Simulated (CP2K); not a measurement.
HfGe:

```
Hf Ge
1.0
     3.21967    0.00000    0.00000
     0.00000    3.21967    0.00000
     0.00000    0.00000    4.10843
Hf Ge
1 1
Direct
  0.50000 0.50000 0.00000
  0.00000 0.00000 0.00000
```

The cell was built by a generator and needn't be a form met in nature.

Base run:

| Property | Result |
| --- | --- |
| Program | CP2K 2026.2 |
| Functional | SCAN |
| Potentials or basis | POTENTIAL_UZH Hf GTH-PBE-q12, Ge GTH-PBE-q4; TZVP-MOLOPT-PBE-GTH basis |
| Density cutoff | 9184 eV |
| k mesh | 8 × 8 × 7 |
| Occupations | fermi-dirac, width 0.05 eV |
| Spin | no spin polarisation |

Its results: band gap on the k mesh none (metal or under the smearing width); pressure 62.5 GPa.

Problem. The run is repeated on the same cell with these changes: functional from SCAN to LDA. What comes out?

Solution. Band gap on the k mesh none (metal or under the smearing width); pressure 57.6 GPa.

Caveats: the potentials were made for another functional, which shifts forces and pressure; a pressure of tens of GPa on the cell as given is suspect, and the run, the potentials or the cell itself is likely at fault; spin-orbit coupling is left out, which moves the levels of the heavy elements; the basis of atomic orbitals isn't converged, which shifts pressures, moduli and gaps.
